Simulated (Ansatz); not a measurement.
# CH₆CuN: one species, many methods

An exercise on one series of results from a longer session: the logs are not shown, and one member is left open.

The runs use Ansatz 0.2.0, Gaussian basis; functionals in def2-TZVPP, the program's frozen cores in correlated methods.

Levels to be run: LDA (SPW92), PBE-D4, revPBE-D4, BLYP-D4, r2SCAN-D4, B97M-V, PBE0-D4, B3LYP-D4, r2SCANh-D4, r2SCAN0-D4, HSE06-D4, BHLYP-D4, CAM-B3LYP-D4, LC-ωPBE, ωB97X-V, ωB97M-V, B2PLYP, PBE-QIDH; CCSD(T)/def2-SVP; CCSD(T)/def2-TZVPP; MP2/def2-QZVPP; extrapolation to the limit; RPA on PBE.

## The relaxed structure

All runs share one geometry, relaxed beforehand with PBE0-D4 in a triple-zeta def2 set.

SMILES `[CH3][Cu-][NH3+]`, 9 atoms, charge 0, spin multiplicity 1.

Atoms are counted from 1 here; the program's logs count them from 0.

Bond lengths: C1–Cu2 1.902 Å, C1–H4 1.096 Å, C1–H5 1.096 Å, C1–H6 1.096 Å, Cu2–N3 1.976 Å, N3–H7 1.015 Å, N3–H8 1.015 Å, N3–H9 1.015 Å. Angles: Cu2–C1–H4 111.3°, Cu2–C1–H5 111.3°, Cu2–C1–H6 111.3°, H4–C1–H5 107.6°, H4–C1–H6 107.6°, H5–C1–H6 107.6°, C1–Cu2–N3 180.0°, Cu2–N3–H7 111.2°, Cu2–N3–H8 111.2°, Cu2–N3–H9 111.2°, H7–N3–H8 107.7°, H7–N3–H9 107.7°, H8–N3–H9 107.7°.

The first run:

The input, in.yaml:

```yaml
crystal:
  periodic: [false, false, false]
  atoms:
    - {symbol: C, position_ang: [-0.894024, 1.333608, -1.048179]}
    - {symbol: Cu, position_ang: [-0.001400, 0.010711, -0.014272]}
    - {symbol: N, position_ang: [0.927124, -1.364042, 1.060132]}
    - {symbol: H, position_ang: [-1.741293, 0.906557, -1.596087]}
    - {symbol: H, position_ang: [-0.219589, 1.786605, -1.783286]}
    - {symbol: H, position_ang: [-1.282072, 2.139283, -0.415132]}
    - {symbol: H, position_ang: [1.889867, -1.476937, 0.759318]}
    - {symbol: H, position_ang: [0.470632, -2.266649, 0.976326]}
    - {symbol: H, position_ang: [0.939255, -1.115438, 2.044080]}
basis:
  gaussian: {orbitals: def2-TZVPP}
hamiltonian: {xc: lda}
output: {orbitals: {seedname: orbitals}}
```

Started as:

```sh
> ansatz run in.yaml --threads 4 --pin off --events-out ev --progress --plain --max-ram 10444MiB
```

Among the steps run: LDA; PBE-D4 (GGA); revPBE-D4 (GGA); BLYP-D4 (GGA); r2SCAN-D4 (meta-GGA); B97M-V (meta-GGA); PBE0-D4 (hybrid); B3LYP-D4 (hybrid); r2SCANh-D4 (hybrid); r2SCAN0-D4 (hybrid); HSE06-D4 (hybrid); BHLYP-D4 (hybrid); CAM-B3LYP-D4 (range-separated); LC-ωPBE (range-separated); ωB97X-V (range-separated); ωB97M-V (range-separated); B2PLYP (double hybrid); PBE-QIDH (double hybrid).

One table of the session follows, with a row left open; its other results are not shown here.

It belongs to the step «Frontier levels by functional». 

```
  functional  HOMO (eV)  gap (eV)
 LDA (SPW92)      -4.63      3.43
      PBE-D4      -4.39      3.26
   revPBE-D4      -4.30      3.20
     BLYP-D4      -4.33      3.17
   r2SCAN-D4      -4.41      3.88
      B97M-V      -4.43      3.40
     PBE0-D4      -5.40      5.01
    B3LYP-D4      -5.28      4.56
  r2SCANh-D4      -4.84      4.53
  r2SCAN0-D4      -5.48      5.48
    HSE06-D4          ?         ?
    BHLYP-D4      -6.37      6.49
CAM-B3LYP-D4      -6.79      7.08
     LC-ωPBE      -8.04      9.48
     ωB97X-V      -7.71      9.00
     ωB97M-V      -7.70      8.50
```

Estimate the missing values for HSE06-D4.

The run gave: HOMO (eV): -4.99; gap (eV): 4.24. In the column «HOMO (eV)» it lies between B3LYP-D4 (-5.28) and r2SCANh-D4 (-4.84).
